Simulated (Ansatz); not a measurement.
This script for an equation of state with a fit of CsSrF3, space group Pm-3m with Ansatz's Python interface holds a mistake.

`run_eos.py`
```python
"""Energy against volume for CsSrF3, with a fit."""

import ansatz as az
import numpy as np
from pymatgen.analysis.eos import EOS

params = {
    "smearing": "Fermi-Dirac",
    "functional": "pbesol",
    "beta": 1.9,
    "max_scf": 100,
    "kmesh": (4, 4, 4),
}

vectors0 = np.array([
    [4.76325, 0.0, 0.0],
    [0.0, 4.76325, 0.0],
    [0.0, 0.0, 4.76325],
])
sites = [
    ("Cs", (0.0, 0.0, 0.0)),
    ("Sr", (0.5, 0.5, 0.5)),
    ("F", (0.0, 0.5, 0.5)),
    ("F", (0.5, 0.0, 0.5)),
    ("F", (0.5, 0.5, 0.0)),
]


def on_lattice(cell):
    crystal = az.Crystal(lattice=az.Lattice.of(cell))
    for symbol, position in sites:
        crystal = crystal.atom(symbol, position)
    return crystal


def main() -> None:
    # uniform scaling of the cell
    volumes, energies = [], []
    for scale in np.linspace(0.92, 1.08, 7):
        cell = vectors0 * scale ** (1 / 3)
        setup = on_lattice(cell).calculation()
        setup = setup.occupations(params["smearing"])
        setup = setup.functional(params["functional"])
        setup = setup.basis(38 * az.Ry)
        setup = setup.mixing("anderson", beta=params["beta"], ndim=1)
        setup = setup.scf(max_iterations=params["max_scf"])
        setup = setup.kpoints(*params["kmesh"])
        rep = setup.run().report
        volumes.append(abs(np.linalg.det(cell)) / len(sites))
        energies.append(rep["free_energy_ev"] / len(sites))
        print(f"V = {volumes[-1]:8.4f} A^3/atom  F = {energies[-1]:.5f} eV/atom")

    for form in ["birch_murnaghan"]:
        fit = EOS(eos_name=form).fit(volumes, energies)
        print(f"{form:18s} V0 {fit.v0:8.4f} A^3/atom  B0 {fit.b0_GPa:7.1f} GPa  B1 {fit.b1:5.2f}")


if __name__ == "__main__":
    main()
```

Running `python run_eos.py` prints:
```text
Traceback (most recent call last):
  File "run_eos.py", line 59, in <module>
    main()
    ~~~~^^
  File "run_eos.py", line 48, in main
    rep = setup.run().report
          ~~~~~~~~~^^
  ...
ansatz.RefusalError: invalid value for `scf.mixing.beta`: must be finite and in (0, 1]; got 1.9
```
(Library frames cut from the traceback.)

Find the fault and give the corrected script.

The fault: the mixing step is too large. Mended:

`run_eos.py`
```python
"""Energy against volume for CsSrF3, with a fit."""

import ansatz as az
import numpy as np
from pymatgen.analysis.eos import EOS

params = {
    "smearing": "Fermi-Dirac",
    "functional": "pbesol",
    "max_scf": 100,
    "kmesh": (4, 4, 4),
}

vectors0 = np.array([
    [4.76325, 0.0, 0.0],
    [0.0, 4.76325, 0.0],
    [0.0, 0.0, 4.76325],
])
sites = [
    ("Cs", (0.0, 0.0, 0.0)),
    ("Sr", (0.5, 0.5, 0.5)),
    ("F", (0.0, 0.5, 0.5)),
    ("F", (0.5, 0.0, 0.5)),
    ("F", (0.5, 0.5, 0.0)),
]


def on_lattice(cell):
    crystal = az.Crystal(lattice=az.Lattice.of(cell))
    for symbol, position in sites:
        crystal = crystal.atom(symbol, position)
    return crystal


def main() -> None:
    # uniform scaling of the cell
    volumes, energies = [], []
    for scale in np.linspace(0.92, 1.08, 7):
        cell = vectors0 * scale ** (1 / 3)
        setup = on_lattice(cell).calculation()
        setup = setup.occupations(params["smearing"])
        setup = setup.functional(params["functional"])
        setup = setup.basis(38 * az.Ry)
        setup = setup.scf(max_iterations=params["max_scf"])
        setup = setup.kpoints(*params["kmesh"])
        rep = setup.run().report
        volumes.append(abs(np.linalg.det(cell)) / len(sites))
        energies.append(rep["free_energy_ev"] / len(sites))
        print(f"V = {volumes[-1]:8.4f} A^3/atom  F = {energies[-1]:.5f} eV/atom")

    for form in ["birch_murnaghan"]:
        fit = EOS(eos_name=form).fit(volumes, energies)
        print(f"{form:18s} V0 {fit.v0:8.4f} A^3/atom  B0 {fit.b0_GPa:7.1f} GPa  B1 {fit.b1:5.2f}")


if __name__ == "__main__":
    main()
```

With that change:

```console
$ python run_eos.py
V =  19.8851 A^3/atom  F = -2297.59464 eV/atom
V =  20.4615 A^3/atom  F = -2297.60409 eV/atom
V =  21.0379 A^3/atom  F = -2297.60822 eV/atom
V =  21.6142 A^3/atom  F = -2297.60779 eV/atom
V =  22.1906 A^3/atom  F = -2297.60349 eV/atom
V =  22.7670 A^3/atom  F = -2297.59588 eV/atom
V =  23.3434 A^3/atom  F = -2297.58547 eV/atom
birch_murnaghan    V0  21.2640 A^3/atom  B0    43.7 GPa  B1  4.90
```

Reading the output:
- Absolute energies stand on the zero of these potentials, so only differences at equal settings mean something.
- This cell is a computed structure, which may not be the phase found in nature.
- It ran for 14 s on 1 thread of Intel(R) Xeon(R) Processor @ 2.30GHz, with other jobs on the host, peak memory 0.65 GiB.
